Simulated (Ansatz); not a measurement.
# Sc3BN2: the cost of one run

Computed with Ansatz 0.2.0 (DFT PBE, scalar-relativistic, plane waves, PAW, unless a step's input says otherwise).

1 further run of the same task is left out (it didn't finish). Runs told in other sessions of the task aren't counted.

## Step 1: The structure to begin with

It takes space group P6/mmm (No. 191, hexagonal). Conventional cell: a = 4.933 Å, b = 4.933 Å, c = 4.128 Å, α = 90.00°, β = 90.00°, γ = 120.00°. Around Sc (site symmetry mmm) lie 4 Sc at 2.47 Å and 2 B at 2.47 Å and 4 N at 2.84 Å. Around B (site symmetry 6/mmm) lie 2 N at 1.40 Å. N (site symmetry 6mm) has 1 N at 1.33 Å and 1 B at 1.40 Å in its first shell of neighbours.

As a file:

```cif
data_structure
_symmetry_space_group_name_H-M 'P 1'
_symmetry_Int_Tables_number 1
_cell_length_a 4.9331
_cell_length_b 4.9331
_cell_length_c 4.1279
_cell_angle_alpha 90.000
_cell_angle_beta 90.000
_cell_angle_gamma 120.000
_cell_volume 87.00
loop_
_atom_site_label
_atom_site_type_symbol
_atom_site_fract_x
_atom_site_fract_y
_atom_site_fract_z
_atom_site_occupancy
Sc1 Sc 0.50000 0.00000 0.00000 1
Sc2 Sc 0.00000 0.50000 0.00000 1
Sc3 Sc 0.50000 0.50000 0.00000 1
B1 B 0.00000 0.00000 0.00000 1
N1 N 0.00000 0.00000 0.33907 1
N2 N 0.00000 0.00000 0.66093 1
```

Recipe of the guess: random cell by space group and Wyckoff sites (P6/mmm, No. 191). The dimensions are guesses.

## Step 2: The guess as it stands, on a coarse mesh

Input file input.yaml:

```yaml
crystal:
  lattice:
    - [4.93305305, 0.0, 0.0]
    - [-2.46652653, 4.27214926, 0.0]
    - [0.0, 0.0, 4.12794231]
  atoms:
    - { symbol: Sc, position: [0.5, 0.0, 0.0] }
    - { symbol: Sc, position: [0.0, 0.5, 0.0] }
    - { symbol: Sc, position: [0.5, 0.5, 0.0] }
    - { symbol: B, position: [0.0, 0.0, 0.0] }
    - { symbol: "N", position: [0.0, 0.0, 0.3390704] }
    - { symbol: "N", position: [0.0, 0.0, 0.6609296] }
basis:
  ecutwfc: 420
kpoints:
  mp_grid: { grid: [6, 6, 4] }
hamiltonian:
  xc: pbe
scf:
  occupations: { method: gaussian, width: 0.1 }
  lower_state_search: "off"
output:
  forces: true
  stress: true
  eigenvalues: true
```

Command:

```console
$ ansatz run input.yaml --threads 1 --pin off --max-ram 2560MiB --backend cpu --events-out ev --progress --plain --runs-dir out
```

**Question.** How long does this run take on 1 thread of AMD EPYC (Zen 3), shared host, and how much memory does it need?

About 7.5 s, with a peak of 0.38 GiB.
